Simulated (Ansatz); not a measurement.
# TaTe (zincblende): how the settings move a single-point run

Question: which choices in the input matter for TaTe (zincblende)?

Computed with Ansatz 0.2.0 (reference: DFT PBE, scalar-relativistic, plane waves, PAW, unless a step's input says otherwise).

1 further run of the same task is left out (it didn't finish). Runs told in other sessions of the task aren't counted.

### Step 1. The system as given

The structure is cubic, space group F-43m (No. 216). The conventional cell has a = 6.320 Å, b = 6.320 Å, c = 6.320 Å, α = 90.00°, β = 90.00°, γ = 90.00°. Ta (site symmetry -43m) is surrounded by 4 Te at 2.74 Å. Around Te (site symmetry -43m) lie 4 Ta at 2.74 Å.

Coordinates:

```
CELL_PARAMETERS angstrom
0.00000 3.15993 3.15993
3.15993 0.00000 3.15993
3.15993 3.15993 0.00000
ATOMIC_POSITIONS crystal
Ta 0.00000 0.00000 0.00000
Te 0.25000 0.25000 0.25000
```

### Step 2. Baseline

The input, input.yaml:

```yaml
crystal:
  lattice:
    - [0.0, 3.1599278669, 3.1599278669]
    - [3.1599278669, 0.0, 3.1599278669]
    - [3.1599278669, 3.1599278669, 0.0]
  atoms:
    - { symbol: Ta, position: [0.0, 0.0, 0.0], spin: 1.37 }
    - { symbol: Te, position: [0.25, 0.25, 0.25] }
basis:
  ecutwfc: 420
  ecutrho_ratio: 4
kpoints:
  mp_grid: { grid: [10, 10, 10] }
hamiltonian:
  xc: pbe
scf:
  occupations: { method: gaussian, width: 0.05 }
output:
  forces: true
  stress: true
  eigenvalues: true
  populations: true
magnetization:
  spin_polarized: true
```

Launch:

```
> ansatz run input.yaml --threads 2 --pin off --max-ram 2662MiB --backend cpu --events-out ev --progress --plain --runs-dir out
```

The main lines of its log:

```text
[...]
Basis set: ecut = 420 eV, 1243 PW (Γ), exchange–correlation on 60×60×60 points (8 copies of the dense FFT grid, shifted against one another)
[...]
Magnetic group: BNS 216.74 (UNI 1576), of the structure as read, at distance tolerance 4.0e-5 Å
k-points: 47 of 1000 (time reversal used)
[...]
SCF iter   1: F=—  HF=-16910.123326 eV  |F-HF|=—  |Δ(HF+E_count)|=         —  Δρ=1.41e-2 (↑1.41e-2 ↓1.26e-2)  dr2=2.78e-1  dr2_m=2.22e-2  M=1.413 μB ∫|m|=1.449 μB  β_m=0.30  ethr=9.53e-4  ⟨swp⟩=1.0  Hψ=12729  notcnv=0
[...]
preconditioner: auto → Kerker (q_TF=auto, 2.397 Å⁻¹)  [metal: Δε(μ)=0.017 eV  Ē_g=7.528 eV  σ=0.050 eV  W_gap=0.19  n_scr=14 (ndim 8)  ℏωp=15.5 eV  f_vac=0.003  D(μ)=4.39/eV (n_scr^D=58)]
[...]
SCF iter   2: F=—  HF=-16910.152520 eV  |F-HF|=—  |Δ(HF+E_count)|=   2.92e-2  Δρ=1.17e-2 (↑1.17e-2 ↓1.04e-2)  dr2=1.69e-1  dr2_m=2.22e-2  M=1.589 μB ∫|m|=1.631 μB  β_m=0.65  ethr=9.53e-4  ⟨swp⟩=1.2  Hψ=1904  notcnv=0
[...]
SCF iter  10: F=—  HF=-16910.296360 eV  |F-HF|=—  |Δ(HF+E_count)|=   6.21e-7  Δρ=5.08e-6 (↑5.08e-6 ↓4.06e-6)  dr2=8.65e-8  dr2_m=2.13e-9  M=2.066 μB ∫|m|=2.169 μB  β_m=1.00  ethr=2.50e-9  ⟨swp⟩=2.0  Hψ=2307  notcnv=0  defer=34
SCF iter  11: F=-16910.296360 eV  HF=-16910.296360 eV  |F-HF|=3.93e-9  |Δ(HF+E_count)|=   4.70e-8  Δρ=1.43e-6 (↑1.43e-6 ↓1.28e-6)  dr2=9.74e-9  dr2_m=1.44e-10  M=2.066 μB ∫|m|=2.169 μB  ethr=2.98e-10  ⟨swp⟩=4.2  Hψ=6473  notcnv=0
[...]
SCF converged after 11 iterations
Magnetization: 2.0664 μB (15.5332 up, 13.4668 down)
[...]
Free energy (F): -16910.296360 eV
[...]
E sigma→0 (E₀):  -16910.294825 eV
[...]
Fermi energy:    9.956223 eV
[...]
  P = ⅓ Tr σ = -0.0026 GPa (-0.026 kbar)
[...]
```

Run time: 16 s. Hardware: 2 threads of Arm Neoverse N1, shared host; peak memory 0.43 GiB.

### Step 3. Changing settings: ecutwfc 200 eV, xc pbesol, mixing.algorithm broyden, mixing.beta 0.1

The input, input.yaml:

```yaml
crystal:
  lattice:
    - [0.0, 3.1599278669, 3.1599278669]
    - [3.1599278669, 0.0, 3.1599278669]
    - [3.1599278669, 3.1599278669, 0.0]
  atoms:
    - { symbol: Ta, position: [0.0, 0.0, 0.0], spin: 2.0 }
    - { symbol: Te, position: [0.25, 0.25, 0.25] }
basis:
  ecutwfc: "200 eV"
  ecutrho_ratio: 4
kpoints:
  mp_grid: { grid: [10, 10, 10] }
hamiltonian:
  xc: pbesol
scf:
  occupations: { method: gaussian, width: 0.05 }
  mixing: { algorithm: broyden, beta: 0.1 }
output:
  forces: true
  stress: true
magnetization:
  spin_polarized: true
```

Launch:

```
> ansatz run input.yaml --threads 2 --pin off --max-ram 2662MiB --backend cpu --events-out ev --progress --plain --runs-dir out
```

Standard output, shortened:

```text
Warning: basis.ecutwfc = 200 eV is below the records' recommended 420 eV, and the density's cutoff is lower with it unless basis.ecutrho_ratio is high enough to keep the records' density cutoff: compare with a run at a higher cutoff
Warning: basis.ecutrho_ratio = 4 (ecutrho = 800 eV) is below the records' recommended 1680 eV
Warning: RAYON_NUM_THREADS=2 ignored (pool sized by the plan → 2); use --threads N
[...]
Pseudopotentials: kind: paw
Pseudopotential: Ta, paw, valence charge 13, recommended cutoff 420 eV (normal), Ta.paw.azcp
Pseudopotential: Te, paw, valence charge 16, recommended cutoff 420 eV (normal), Te.paw.azcp
Functional definition: PBEsol
[...]
Crystal: 2 atoms, lattice volume = 63.105 Å³
Basis set: ecut = 200 eV, 411 PW (Γ), exchange–correlation on 48×48×48 points (8 copies of the dense FFT grid, shifted against one another)
Bands: 20, of which v1, the nominal top of the filled ones, is band 15 counted from 1 (14 counted from 0)
Symmetry: 24 space group operations
Space group: F-43m (ITA 216), of the structure as read, at distance tolerance 4.0e-5 Å
Magnetic group: BNS 216.74 (UNI 1576), of the structure as read, at distance tolerance 4.0e-5 Å
k-points: 47 of 1000 (time reversal used)
[...]
Starting moments: Σ|m| = 2 μB on 1 of 2 sites
[...]
SCF iter   1: F=—  HF=-16697.850470 eV  |F-HF|=—  |Δ(HF+E_count)|=         —  Δρ=2.66e-2 (↑2.66e-2 ↓2.45e-2)  dr2=8.51e-1  dr2_m=5.96e-2  M=1.669 μB ∫|m|=1.722 μB  β_m=0.40  ethr=2.93e-3  ⟨swp⟩=1.0  Hψ=11493  notcnv=0
[...]
spin=Collinear: Kerker preconditioning applied to the charge; magnetization (m = ρ↑ − ρ↓) channel mixes plain (no charge-response kernel on spin).
[...]
SCF iter  26: F=-16697.241354 eV  HF=-16697.241354 eV  |F-HF|=3.99e-9  |Δ(HF+E_count)|=   4.11e-8  Δρ=2.45e-6 (↑2.45e-6 ↓1.46e-6)  dr2=9.11e-9  dr2_m=6.63e-10  M=2.050 μB ∫|m|=2.151 μB  ethr=5.44e-11  ⟨swp⟩=1.1  Hψ=5215  notcnv=0
[...]
at 1 of the mixer's solves, the last at iteration 9, it left a direction of its history that read negative out of its fit and stepped the other way along it
this state was not tested for a lower state beside it, because the mixer in use, unlike msr1, does not test its closes by its own steps (another_mixer; see scf.mixing.algorithm and scf.lower_state_search)
SCF converged after 26 iterations
Magnetization: 2.0499 μB (15.5250 up, 13.4750 down)
Absolute magnetization: 2.1525 μB (∫|ρ↑−ρ↓|, with the PAW one-centre terms)
Spin contamination: 0.0134 ħ² per cell (⟨S²⟩ above its minimum at these occupations)
Per-site moments (μB) at R_I (Å): [(1.2538280158512027, 1.128838345330481), (-0.02256793607070031, 1.128838345330481)]
Free energy (F): -16697.241354 eV
[...]
E sigma→0 (E₀):  -16697.239712 eV
Entropy (-TS):   -0.003286 eV (-1.643 meV/atom)
Fermi energy:    9.820286 eV
[...]
--- Forces (eV/Å), atoms counted from 1 ---
  atom   1  Ta     0.00000000    -0.00000000    -0.00000000
  atom   2  Te    -0.00000000     0.00000000     0.00000000
[...]
--- Stress (GPa, compression-positive) ---
       -4.631504      -0.000000       0.000000
       -0.000000      -4.631504      -0.000000
        0.000000      -0.000000      -4.631504
  P = ⅓ Tr σ = -4.6315 GPa (-46.315 kbar)
```

Run time: 10 s. Hardware: 2 threads of Arm Neoverse N1, shared host; peak memory 0.32 GiB.

A change of functional puts the total energy on another scale; the pressure goes from 0.0 to -4.6 GPa. The cutoff changed too. The cutoff is under what these potentials recommend, as the log warns, so basis error is mixed in.

### Step 4. Changing settings: dr2_threshold 1.0e-06, mixing.algorithm anderson, mixing.beta 0.5

The input, input.yaml:

```yaml
crystal:
  lattice:
    - [0.0, 3.1599278669, 3.1599278669]
    - [3.1599278669, 0.0, 3.1599278669]
    - [3.1599278669, 3.1599278669, 0.0]
  atoms:
    - { symbol: Ta, position: [0.0, 0.0, 0.0], spin: 2.0 }
    - { symbol: Te, position: [0.25, 0.25, 0.25] }
basis:
  ecutwfc: 420
  ecutrho_ratio: 4
kpoints:
  mp_grid: { grid: [10, 10, 10] }
hamiltonian:
  xc: pbe
scf:
  occupations: { method: gaussian, width: 0.05 }
  convergence: { dr2_threshold: 1.0e-06 }
  mixing: { algorithm: anderson, beta: 0.5 }
output:
  forces: true
  stress: true
  write_density: true
  write_potential: true
  elf: true
  volumetric_format: npy
magnetization:
  spin_polarized: true
```

Launch:

```
> ansatz run input.yaml --threads 2 --pin off --max-ram 2662MiB --backend cpu --events-out ev --progress --plain --runs-dir out
```

Standard output, shortened:

```text
Warning: scf.convergence.dr2_threshold = 1e-6 eV is looser than this run's default, which is 1e-7 eV or tighter. The error in the forces grows as the threshold's square root, so leave the key out unless less accurate forces are enough
Warning: output.stress: scf.convergence.dr2_threshold = 1e-6 eV is looser than the 2e-10 eV advised for a printed stress (1e-10 eV for each atom of the cell: 2). What an SCF threshold leaves in a stress goes as its square root, and in the free energy as the threshold itself, and one [...]
Warning: RAYON_NUM_THREADS=2 ignored (pool sized by the plan → 2); use --threads N
[...]
[... 3 set-up lines as earlier in the session ...]
Functional definition: PBE
[...]
Crystal: 2 atoms, lattice volume = 63.105 Å³
Basis set: ecut = 420 eV, 1243 PW (Γ), exchange–correlation on 60×60×60 points (8 copies of the dense FFT grid, shifted against one another)
Bands: 20, of which v1, the nominal top of the filled ones, is band 15 counted from 1 (14 counted from 0)
[...]
SCF converged after 14 iterations
Magnetization: 2.0665 μB (15.5333 up, 13.4667 down)
Absolute magnetization: 2.1715 μB (∫|ρ↑−ρ↓|, with the PAW one-centre terms)
Spin contamination: 0.0146 ħ² per cell (⟨S²⟩ above its minimum at these occupations)
Per-site moments (μB) at R_I (Å): [(1.259849305268417, 1.128838345330481), (-0.020557845335869036, 1.128838345330481)]
Free energy (F): -16910.296360 eV
[...]
E sigma→0 (E₀):  -16910.294824 eV
Entropy (-TS):   -0.003072 eV (-1.536 meV/atom)
Fermi energy:    9.956182 eV
[...]
--- Forces (eV/Å), atoms counted from 1 ---
  atom   1  Ta     0.00000000    -0.00000000     0.00000000
  atom   2  Te    -0.00000000     0.00000000     0.00000000
[...]
--- Stress (GPa, compression-positive) ---
       -0.002444      -0.000000       0.000000
       -0.000000      -0.002444      -0.000000
        0.000000      -0.000000      -0.002444
  P = ⅓ Tr σ = -0.0024 GPa (-0.024 kbar)
--- Band table (eV; the first three rows and the last of 94) ---
  k-point 0 ↑: bands = ["-58.5270", "-27.5109", "-27.5109", "-27.5109", "-27.4667", "-27.4667", "-25.1726", "-25.1726", "-25.1726", "-2.8279", "5.9240", "5.9240", "5.9240", "9.4415", "9.4415", "10.5112", "14.0862", "14.0862", "14.0862", "15.1242"]
[...]
```

It took 21 s on 2 threads of Arm Neoverse N1, shared host; peak memory 0.44 GiB.

With the changed convergence setting and mixing the energy agrees within 0.5 meV/atom.

### Step 5. Changed: xc pbesol

Edit input.yaml of step 2 so:

```diff
@@ -6,3 +6,3 @@
   atoms:
-    - { symbol: Ta, position: [0.0, 0.0, 0.0], spin: 1.37 }
+    - { symbol: Ta, position: [0.0, 0.0, 0.0], spin: 2.0 }
     - { symbol: Te, position: [0.25, 0.25, 0.25] }
@@ -14,3 +14,3 @@
 hamiltonian:
-  xc: pbe
+  xc: pbesol
 scf:
@@ -20,4 +20,2 @@
   stress: true
-  eigenvalues: true
-  populations: true
 magnetization:
```

Launch:

```
> ansatz run input.yaml --threads 2 --pin off --max-ram 2662MiB --backend cpu --events-out ev --progress --plain --runs-dir out
```

Standard output, shortened:

```text
Warning: RAYON_NUM_THREADS=2 ignored (pool sized by the plan → 2); use --threads N
[...]
[... 4 set-up lines as earlier in the session ...]
[...]
Crystal: 2 atoms, lattice volume = 63.105 Å³
Basis set: ecut = 420 eV, 1243 PW (Γ), exchange–correlation on 60×60×60 points (8 copies of the dense FFT grid, shifted against one another)
Bands: 20, of which v1, the nominal top of the filled ones, is band 15 counted from 1 (14 counted from 0)
[... 2 set-up lines as earlier in the session ...]
Magnetic group: BNS 216.74 (UNI 1576), of the structure as read, at distance tolerance 4.0e-5 Å
k-points: 47 of 1000 (time reversal used)
[...]
SCF converged after 11 iterations
Magnetization: 2.0295 μB (15.5147 up, 13.4853 down)
Absolute magnetization: 2.1236 μB (∫|ρ↑−ρ↓|, with the PAW one-centre terms)
Spin contamination: 0.0125 ħ² per cell (⟨S²⟩ above its minimum at these occupations)
Per-site moments (μB) at R_I (Å): [(1.2297018110137172, 1.128838345330481), (-0.015770758441166814, 1.128838345330481)]
Free energy (F): -16705.897237 eV
[...]
E sigma→0 (E₀):  -16705.895260 eV
Entropy (-TS):   -0.003953 eV (-1.977 meV/atom)
Fermi energy:    9.823231 eV
[...]
--- Forces (eV/Å), atoms counted from 1 ---
  atom   1  Ta     0.00000000    -0.00000000    -0.00000000
  atom   2  Te    -0.00000000     0.00000000     0.00000000
[...]
--- Stress (GPa, compression-positive) ---
       -2.929103       0.000000       0.000000
        0.000000      -2.929103      -0.000000
        0.000000      -0.000000      -2.929103
  P = ⅓ Tr σ = -2.9291 GPa (-29.291 kbar)
```

It took 13 s on 2 threads of Arm Neoverse N1, shared host; peak memory 0.43 GiB.

After a change of functional the difference of the totals has no physical meaning; the pressure goes from 0.0 to -2.9 GPa. At this fixed cell a lower pressure means that this functional prefers a smaller volume than the reference.

### Step 6. Variant: accuracy low

Edit input.yaml of step 2 so:

```diff
@@ -6,3 +6,3 @@
   atoms:
-    - { symbol: Ta, position: [0.0, 0.0, 0.0], spin: 1.37 }
+    - { symbol: Ta, position: [0.0, 0.0, 0.0], spin: 2.0 }
     - { symbol: Te, position: [0.25, 0.25, 0.25] }
@@ -20,5 +20,4 @@
   stress: true
-  eigenvalues: true
-  populations: true
 magnetization:
   spin_polarized: true
+accuracy: low
```

Launch:

```
> ansatz run input.yaml --threads 2 --pin off --max-ram 2662MiB --backend cpu --events-out ev --progress --plain --runs-dir out
```

Standard output, shortened:

```text
Warning: RAYON_NUM_THREADS=2 ignored (pool sized by the plan → 2); use --threads N
[...]
[... 4 set-up lines as earlier in the session ...]
[...]
Crystal: 2 atoms, lattice volume = 63.105 Å³
Basis set: ecut = 420 eV, 1243 PW (Γ), exchange–correlation on 60×60×60 points (8 copies of the dense FFT grid, shifted against one another)
Bands: 20, of which v1, the nominal top of the filled ones, is band 15 counted from 1 (14 counted from 0)
[... 2 set-up lines as earlier in the session ...]
Magnetic group: BNS 216.74 (UNI 1576), of the structure as read, at distance tolerance 4.0e-5 Å
k-points: 47 of 1000 (time reversal used)
[...]
SCF converged after 11 iterations
Magnetization: 2.0664 μB (15.5332 up, 13.4668 down)
Absolute magnetization: 2.1714 μB (∫|ρ↑−ρ↓|, with the PAW one-centre terms)
Spin contamination: 0.0146 ħ² per cell (⟨S²⟩ above its minimum at these occupations)
Per-site moments (μB) at R_I (Å): [(1.2598124466035763, 1.128838345330481), (-0.020548082345146674, 1.128838345330481)]
Free energy (F): -16910.296360 eV
[...]
E sigma→0 (E₀):  -16910.294825 eV
Entropy (-TS):   -0.003071 eV (-1.536 meV/atom)
Fermi energy:    9.956238 eV
[...]
--- Forces (eV/Å), atoms counted from 1 ---
  atom   1  Ta     0.00000000    -0.00000000    -0.00000000
  atom   2  Te    -0.00000000    -0.00000000     0.00000000
[...]
--- Stress (GPa, compression-positive) ---
       -0.002523       0.000000       0.000000
        0.000000      -0.002523      -0.000000
        0.000000      -0.000000      -0.002523
  P = ⅓ Tr σ = -0.0025 GPa (-0.025 kbar)
```

Run time: 13 s. Hardware: 2 threads of Arm Neoverse N1, shared host; peak memory 0.42 GiB.

The changed keys (accuracy) make no visible difference here (energy 0.0 meV/atom).

(Part 1 of 2 ends here.)
